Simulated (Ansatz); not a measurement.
Write a Python script for Ansatz 0.2.0, Python API that makes a single point in a Gaussian basis of C2H7BN2, SMILES CC#[N+][BH2-]N. Use: B3LYP, def2-TZVP basis, multiplicity 1, D3BJ dispersion.

```xyz
12

C     2.4276    0.3457    0.1840
C     1.0025    0.0211    0.2428
N    -0.1249   -0.2356    0.2891
B    -1.5749   -0.5653    0.3483
N    -2.3196    0.1264   -0.8020
H     2.5757    1.2467   -0.4461
H     2.8041    0.5448    1.2084
H     2.9835   -0.5081   -0.2550
H    -1.7159   -1.7456    0.2614
H    -2.0219   -0.1979    1.3902
H    -1.8855   -0.1869   -1.6998
H    -2.1506    1.1548   -0.7213
```

Script `energy.py`:
```python
"""Single point of C2H7BN2 in a Gaussian basis."""

import warnings

import ansatz as az
import numpy as np

config = {
    "basis_set": "def2-TZVP",
    "xc": "B3LYP",
    "vdw": "d3bj",
}


def main() -> None:
    warnings.simplefilter("ignore", az.DeckWarning)

    geometry_ang = [
        ("C", [2.4276, 0.3457, 0.184]),
        ("C", [1.0025, 0.0211, 0.2428]),
        ("N", [-0.1249, -0.2356, 0.2891]),
        ("B", [-1.5749, -0.5653, 0.3483]),
        ("N", [-2.3196, 0.1264, -0.802]),
        ("H", [2.5757, 1.2467, -0.4461]),
        ("H", [2.8041, 0.5448, 1.2084]),
        ("H", [2.9835, -0.5081, -0.255]),
        ("H", [-1.7159, -1.7456, 0.2614]),
        ("H", [-2.0219, -0.1979, 1.3902]),
        ("H", [-1.8855, -0.1869, -1.6998]),
        ("H", [-2.1506, 1.1548, -0.7213]),
    ]
    molecule = az.Crystal.molecule()
    for symbol, xyz in geometry_ang:
        molecule = molecule.atom(symbol, xyz)

    calc = (
        molecule.calculation()
        .basis(gaussian=config["basis_set"])  # atom-centred Gaussian functions
        .functional(config["xc"], dispersion=config["vdw"])
        .forces()
    )
    out = calc.run(threads=1, backend="cpu")
    r = out.report

    print("reference energy %16.6f eV" % r["reference_energy_ev"])
    print("total energy     %16.6f eV" % r["free_energy_ev"])
    print("occupied (up, down):", r["n_occupied"], " virtual:", r["n_virtual"], " frozen:", r["n_frozen"])

    symbols = [site.symbol for site in molecule.cartesian_sites]
    print("forces (eV/A)")
    for symbol, f in zip(symbols, r["forces_ev_ang"]):
        print(f"  {symbol:2s} {f[0]:9.4f} {f[1]:9.4f} {f[2]:9.4f}")

    charges = r["charge_distribution"]
    print("dipole moment", round(4.803205 * float(np.linalg.norm(charges["dipole_moment_e_ang"])), 3), "D")
    print("Mulliken:", [(s, round(q, 3)) for s, q in zip(symbols, charges["mulliken_charges_e"])])


if __name__ == "__main__":
    main()
```

Running `python energy.py` prints:
```text
reference energy     -5846.624569 eV
total energy         -5846.963482 eV
occupied (up, down): [19, 19]  virtual: [178, 178]  frozen: 0
forces (eV/A)
  C    -0.0003    0.0143   -0.0375
  C    -0.9853   -0.2086    0.0279
  N     2.9269    0.3906    0.2589
  B    -2.2309   -0.0236   -0.5787
  N     1.2147    0.6841   -0.6047
  H    -0.0342   -0.4910    0.3506
  H    -0.1818   -0.1009   -0.5796
  H    -0.2693    0.4901    0.2454
  H     0.3735   -0.5364    0.0076
  H     0.2211    0.2334    0.5708
  H    -0.6719    0.5604    0.7435
  H    -0.3624   -1.0124   -0.4041
dipole moment 8.655 D
Mulliken: [('C', -0.291), ('C', -0.038), ('N', 0.163), ('B', -0.052), ('N', -0.553), ('H', 0.169), ('H', 0.172), ('H', 0.171), ('H', -0.05), ('H', -0.05), ('H', 0.18), ('H', 0.18)]
```

What to keep in mind:
- Total energies depend on the basis set; only differences at equal settings carry meaning.
- The geometry is a force-field or estimated start, not a minimum of this method, and the basis set is short of its limit.
- Total less reference energy is the dispersion correction.
- b3lyp holds the VWN-RPA fit, as in Gaussian; the form of ORCA and Turbomole is b3lyp5.
- Wall time of the script: 5.1 s on 1 thread of Intel(R) Xeon(R) 6975P-C (Granite Rapids), with other jobs on the host, peak memory 0.48 GiB.

(Lines on the test bed's own set-up are left out of the output.)
